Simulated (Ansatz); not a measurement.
Ta3AsAu2O13 in Ansatz: the effect of Hubbard term

Ta3AsAu2O13:

```xyz
19
Lattice="5.2424 3.0267 4.1427 -5.2424 3.0267 4.1427 0.0000 -6.0534 4.1427" Properties=species:S:1:pos:R:3 pbc="T T T"
Ta   -1.7887    1.0327    4.2854
Ta    0.0000   -2.0655    4.2854
Ta    1.7887    1.0327    4.2854
As    0.0000    0.0000    6.9446
Au    0.0000    0.0000   12.0005
Au    0.0000    0.0000    9.3342
O    -1.3566    0.7832    6.1532
O     0.0000   -1.5665    6.1532
O     1.3566    0.7832    6.1532
O     2.5380   -0.6359    3.6068
O    -0.7183    2.5159    3.6068
O    -1.8197   -1.8800    3.6068
O     1.8197   -1.8800    3.6068
O    -2.5380   -0.6359    3.6068
O     0.7183    2.5159    3.6068
O    -3.3469    1.9323    4.0073
O     0.0000   -3.8647    4.0073
O     3.3469    1.9323    4.0073
O     0.0000    0.0000    3.8329
```

The cell was built by a generator and needn't be a form met in nature.

Alike in all runs:

| Item | Value |
| --- | --- |
| Program | Ansatz 0.2.0 |
| Task | single point |
| Functional | PBE |
| Potentials or basis | all-electron LAPW, scalar-relativistic |
| Cutoff | 566 eV (chosen from the basis error) |
| Basis error allowed | 0.003 eV/atom |
| k mesh | 3 × 3 × 3 |
| Occupations | fermi-dirac, width 0.05 eV |
| Spin | no spin polarisation |

| Hubbard term | gap on the mesh (eV) | pressure (GPa) | largest force (eV/Å) |
| --- | --- | --- | --- |
| none | 1.11 | 0.0 | 0.01 |
| Au d U = 3 eV, Ta d U = 3 eV | ? | ? | ? |
| Au d U = 6 eV, Ta d U = 6 eV | 1.08 | 1.8 | 1.01 |

Task: What does the run with Hubbard term Au d U = 3 eV, Ta d U = 3 eV give?

Result: gap on the mesh 1.12 eV; pressure 0.8 GPa; largest force 0.53 eV/Å.

Caveats: spin-orbit coupling is left out, which moves the levels of the heavy elements; an odd mesh through Γ misses points on the zone boundary, where band edges often lie; U is the effective U less J, on atomic orbitals that reach past the spheres (some runs); forces of over 1 eV/Å show positions far from the minimum, so gaps and moduli don't describe the material at rest (some runs).

A gap of «none» marks a metal or a gap under the smearing width.
